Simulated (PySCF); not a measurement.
# Si₄H₁₀: fields and orbitals

For Si₄H₁₀, the scripts below analyse its density (charges, bond critical points, surface potential), see where an electron leaves and enters and measure its response to a uniform field.

Program: PySCF 2.14.0. Level of theory: levels as typed in each script, gas phase, geometry from GFN2-xTB. These are calculated values, not measurements.

## 1. The starting structure

SMILES `[SiH3][SiH2][SiH2][SiH3]`, 14 atoms, charge 0, spin multiplicity 1.

Bond lengths: Si1–Si2 2.313 Å, Si1–H5 1.465 Å, Si1–H6 1.466 Å, Si1–H7 1.464 Å, Si2–Si3 2.326 Å, Si2–H8 1.472 Å, Si2–H9 1.474 Å, Si3–Si4 2.313 Å, Si3–H10 1.474 Å, Si3–H11 1.472 Å, Si4–H12 1.464 Å, Si4–H13 1.466 Å, Si4–H14 1.466 Å. Angles: Si2–Si1–H5 111.6°, Si2–Si1–H6 110.8°, Si2–Si1–H7 114.9°, H5–Si1–H6 106.4°, H5–Si1–H7 106.3°, H6–Si1–H7 106.4°, Si1–Si2–Si3 114.9°, Si1–Si2–H8 109.8°, Si1–Si2–H9 109.2°, Si3–Si2–H8 111.1°, Si3–Si2–H9 108.4°, H8–Si2–H9 102.8°, Si2–Si3–Si4 115.0°, Si2–Si3–H10 108.4°, Si2–Si3–H11 111.0°, Si4–Si3–H10 109.2°, Si4–Si3–H11 109.8°, H10–Si3–H11 102.7° and more.

As a file:

```mol
H10Si4
  3D, bonds by distance, orders not assigned

 14 13  0  0  0  0  0  0  0  0999 V2000
    2.3606    0.8880   -0.1836 Si  0  0
    1.0860   -0.9454    0.4183 Si  0  0
   -1.0844   -0.9450   -0.4183 Si  0  0
   -2.3619    0.8865    0.1839 Si  0  0
    2.4905    0.9989   -1.6390 H   0  0
    1.7324    2.1319    0.2712 H   0  0
    3.7236    0.8939    0.3514 H   0  0
    1.7931   -2.1850    0.0559 H   0  0
    1.0173   -1.0263    1.8883 H   0  0
   -1.0159   -1.0248   -1.8884 H   0  0
   -1.7900   -2.1862   -0.0584 H   0  0
   -3.7379    0.8686   -0.3163 H   0  0
   -2.4569    1.0219    1.6402 H   0  0
   -1.7610    2.1292   -0.3091 H   0  0
  1  2  8  0
  2  3  8  0
  3  4  8  0
  1  5  8  0
  1  6  8  0
  1  7  8  0
  2  8  8  0
  2  9  8  0
  3 10  8  0
  3 11  8  0
  4 12  8  0
  4 13  8  0
  4 14  8  0
M  END
```

## 2. Density, bond paths and surface potential (PBE0/def2-tzvp)

The input, input.py:

```python
import numpy as np
from pyscf import gto, scf, dft
from pyscf.scf import atom_ks, atom_hf
from scipy.linalg import block_diag

def solve(mol, dm0=None, hcore=None):
    mf = (dft.UKS if mol.spin else dft.RKS)(mol, xc='pbe0')
    mf.grids.level = 3
    mf = mf.density_fit(auxbasis='def2-universal-jkfit')
    mf.conv_tol, mf.max_cycle = 1e-8, 80
    if hcore is not None:
        mf.get_hcore = lambda *args: hcore
    mf.kernel(dm0)
    if not mf.converged:
        mf = mf.newton().run(mf.mo_coeff, mf.mo_occ, max_cycle=30)
    assert mf.converged, 'SCF not converged'
    return mf

mol = gto.M(atom='''
Si     2.36061     0.88799    -0.18357
Si     1.08605    -0.94536     0.41830
Si    -1.08439    -0.94497    -0.41835
Si    -2.36194     0.88649     0.18392
H      2.49049     0.99891    -1.63905
H      1.73243     2.13189     0.27122
H      3.72361     0.89386     0.35138
H      1.79311    -2.18502     0.05595
H      1.01731    -1.02633     1.88829
H     -1.01593    -1.02483    -1.88840
H     -1.79000    -2.18618    -0.05838
H     -3.73792     0.86859    -0.31633
H     -2.45691     1.02195     1.64018
H     -1.76095     2.12919    -0.30906
''', basis='def2-tzvp', charge=0, spin=0, verbose=4)
mf = solve(mol)
mf.analyze()
# spherically averaged free atoms, for the promolecule
atm = atom_ks.get_atm_nrks(mol, xc='pbe0')
pro = block_diag(*[(atm[a[0]][2] * atm[a[0]][3]) @ atm[a[0]][2].T for a in mol._atom])
np.savez('result.npz', e=mf.e_tot, c=mf.mo_coeff, occ=mf.mo_occ, eps=mf.mo_energy, pro=pro, dip=mf.dip_moment(verbose=0), s2=mf.spin_square()[0])
```

Started as:

```sh
$ OMP_NUM_THREADS=1 python input.py
```

## 4. Removing and adding an electron (PBE0/def2-tzvp)

The input, input.py:

```python
import numpy as np
from pyscf import gto, scf, dft
from pyscf.scf import atom_ks, atom_hf
from scipy.linalg import block_diag

def solve(mol, dm0=None, hcore=None):
    mf = (dft.UKS if mol.spin else dft.RKS)(mol, xc='pbe0')
    mf.grids.level = 3
    mf = mf.density_fit(auxbasis='def2-universal-jkfit')
    mf.conv_tol, mf.max_cycle = 1e-8, 80
    if hcore is not None:
        mf.get_hcore = lambda *args: hcore
    mf.kernel(dm0)
    if not mf.converged:
        mf = mf.newton().run(mf.mo_coeff, mf.mo_occ, max_cycle=30)
    assert mf.converged, 'SCF not converged'
    return mf

mol = gto.M(atom='''
Si     2.36061     0.88799    -0.18357
Si     1.08605    -0.94536     0.41830
Si    -1.08439    -0.94497    -0.41835
Si    -2.36194     0.88649     0.18392
H      2.49049     0.99891    -1.63905
H      1.73243     2.13189     0.27122
H      3.72361     0.89386     0.35138
H      1.79311    -2.18502     0.05595
H      1.01731    -1.02633     1.88829
H     -1.01593    -1.02483    -1.88840
H     -1.79000    -2.18618    -0.05838
H     -3.73792     0.86859    -0.31633
H     -2.45691     1.02195     1.64018
H     -1.76095     2.12919    -0.30906
''', basis='def2-tzvp', charge=0, spin=0, verbose=4)
mf = solve(mol)
out = dict(e0=mf.e_tot, dm0=mf.make_rdm1(), c=mf.mo_coeff, occ=mf.mo_occ, eps=mf.mo_energy)
for name, dq, spin in [('cation', 1, 1)]:
    ion = mol.copy().set(charge=mol.charge + dq, spin=spin).build()
    mi = solve(ion)
    if spin and dq > 0 and mol.nao < 130:
        c, _, stable, _ = mi.stability(return_status=True)
        if not stable:
            mi = solve(ion, mi.make_rdm1(c, mi.mo_occ))
    print(name, 'vertical energy change / eV', (mi.e_tot - mf.e_tot) * 27.211386)
    out.update({'e_' + name: mi.e_tot, 'dm_' + name: mi.make_rdm1(), 's2_' + name: mi.spin_square()[0], 'eps_' + name: mi.mo_energy, 'occ_' + name: mi.mo_occ})
# spherically averaged free atoms, for the promolecule
atm = atom_ks.get_atm_nrks(mol, xc='pbe0')
pro = block_diag(*[(atm[a[0]][2] * atm[a[0]][3]) @ atm[a[0]][2].T for a in mol._atom])
np.savez('result.npz', pro=pro, **out)
```

## 6. Response to an electric field (PBE0/def2-tzvp)

input.py, as its differences from that of step 4:

```diff
@@ -34,13 +34,10 @@
 ''', basis='def2-tzvp', charge=0, spin=0, verbose=4)
+field = np.array([0.004, 0.0, 0.0])  # atomic units
+mol.set_common_orig(mol.atom_charges() @ mol.atom_coords() / mol.atom_charges().sum())
 mf = solve(mol)
-out = dict(e0=mf.e_tot, dm0=mf.make_rdm1(), c=mf.mo_coeff, occ=mf.mo_occ, eps=mf.mo_energy)
-for name, dq, spin in [('cation', 1, 1)]:
-    ion = mol.copy().set(charge=mol.charge + dq, spin=spin).build()
-    mi = solve(ion)
-    if spin and dq > 0 and mol.nao < 130:
-        c, _, stable, _ = mi.stability(return_status=True)
-        if not stable:
-            mi = solve(ion, mi.make_rdm1(c, mi.mo_occ))
-    print(name, 'vertical energy change / eV', (mi.e_tot - mf.e_tot) * 27.211386)
-    out.update({'e_' + name: mi.e_tot, 'dm_' + name: mi.make_rdm1(), 's2_' + name: mi.spin_square()[0], 'eps_' + name: mi.mo_energy, 'occ_' + name: mi.mo_occ})
+out = dict(dm0=mf.make_rdm1(), d0=mf.dip_moment(unit='AU'), e0=mf.e_tot)
+for name, sign in (('p', 1), ('m', -1)):
+    h = mf.get_hcore() + sign * np.einsum('x,xij->ij', field, mol.intor('int1e_r'))
+    mi = solve(mol, mf.make_rdm1(), h)
+    out.update({'dm' + name: mi.make_rdm1(), 'd' + name: mi.dip_moment(unit='AU'), 'e' + name: mi.e_tot})
 # spherically averaged free atoms, for the promolecule
```

(Steps that only read results are left out.)

Q: Predict the outcome of this session. Wanted: dipole moment; HOMO, LUMO; vertical ionisation energy; polarisability along the field.

**Answer**, as computed:

| quantity | value |
| --- | --- |
| dipole moment (PBE0/def2-tzvp) | 0.21 D |
| HOMO, LUMO (PBE0/def2-tzvp) | -8.20, -0.55 eV |
| vertical ionisation energy (PBE0/def2-tzvp) | 9.87 eV |
| polarisability along the field (PBE0/def2-tzvp) | 140.7 bohr³ |

What this shows: At PBE0/def2-tzvp: The highest Hirshfeld charge is on Si1 and Si4 (+0.21 e), the lowest on H6 (−0.07 e). The ionisation energy from two SCF runs, 9.87 eV, lies 1.7 eV above −ε(HOMO) = 8.20 eV of the same level, PBE0/def2-tzvp, since self-interaction lifts this functional's HOMO. All values hold at the given geometry, in the gas phase.
